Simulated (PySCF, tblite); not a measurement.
# C₇H₉ClO₂: geometry, infrared bands and NMR shifts

What infrared bands and NMR shifts should C₇H₉ClO₂ (`C=C[C@@]1(OC)C[C@@H]1C(=O)Cl`) show?

The runs use tblite 0.8.0 and PySCF 2.14.0, with density-fitted response routines of our own; the level of theory stands in each step. All values are computed, except where a source is named. Atoms count from 0, in the outputs and in this text.

### 1 The starting structure

19 atoms, charge 0, multiplicity 1; geometry from: force field or distance geometry start.

Bonds of the start (Å): C0–C1 1.34, C1–C2 1.51, C2–O3 1.36, O3–C4 1.40, C2–C5 1.51, C5–C6 1.53, C6–C7 1.50, C7–O8 1.23, C7–Cl9 1.77, C6–C2 1.52, C0–H10 1.09, C0–H11 1.06, C1–H12 1.07, C4–H13 1.12, C4–H14 1.10, C4–H15 1.13, C5–H16 1.12, C5–H17 1.09, C6–H18 1.09.

### 2 Geometry optimisation with GFN2-xTB

What the job is given:

```
{"job": {"kind": "relax", "xc": "GFN2-xTB", "basis": "xTB"}, "charge": 0, "multiplicity": 1}
C      0.826200     2.351200    -0.504300
C      0.366100     1.199400    -1.022900
C     -0.374300     0.319300    -0.052200
O      0.230800     0.256800     1.162200
C      1.500800    -0.287300     0.960500
C     -1.838100     0.046100    -0.279300
C     -0.807200    -1.041100    -0.577700
C     -0.855600    -2.112600     0.464400
O     -0.625800    -3.254500     0.082500
Cl    -1.246800    -1.762800     2.159400
H      0.610900     2.585700     0.538800
H      1.358100     3.001900    -1.155400
H      0.537100     0.908800    -2.033400
H      1.475900    -1.307800     0.491800
H      2.132700    -0.274000     1.860500
H      2.042600     0.326600     0.185700
H     -2.250600     0.487900    -1.221000
H     -2.523300    -0.142400     0.547500
H     -0.569000    -1.292000    -1.614600
```

Started as:

```
$ OMP_NUM_THREADS=1 python probes_run.py task.json out
```

One launch serves the whole session: the jobs run in the order shown.

**Question.** This job is followed by: GFN2-xTB harmonic vibrations, gas phase; GIAO PBE0/pcSseg-1 NMR shielding, non-relativistic, gas phase. What will the session give for the following? strongest single infrared mode (GFN2-xTB); zero-point energy (GFN2-xTB); 13C shifts against TMS (PBE0/pcSseg-1); 1H shifts against TMS (PBE0/pcSseg-1, means over atoms taken as alike); 17O shifts against H2O (PBE0/pcSseg-1); 35Cl shifts against HCl (PBE0/pcSseg-1).

**Answer**, as computed:

| quantity | value |
| --- | --- |
| strongest single infrared mode (GFN2-xTB) | 1786 cm⁻¹, 529 km/mol |
| zero-point energy (GFN2-xTB) | 89.9 kcal/mol |
| 13C shifts against TMS (PBE0/pcSseg-1) | 183.6, 144.4, 124.2, 75.8, 57.2, 41.3, 31.0 ppm |
| 1H shifts against TMS (PBE0/pcSseg-1, means over atoms taken as alike) | 5.89, 5.81, 5.27, 3.48, 2.65, 1.93, 1.37 ppm |
| 17O shifts against H2O (PBE0/pcSseg-1) | 596.3, 34.4 ppm |
| 35Cl shifts against HCl (PBE0/pcSseg-1) | 443 ppm |

What this shows: The optimisation took 96 steps and gained 0.966 eV; among the close pairs (by a distance rule), C5–H16 changed most, from 1.119 to 1.079 Å. All 51 modes are real, so the xTB geometry is a minimum. The strongest single mode, at 1786 cm⁻¹, moves mainly C7 and O8. GFN2-xTB is a fitted tight-binding method: band positions and strengths are rough. Its intensities can rank the bands wrongly.
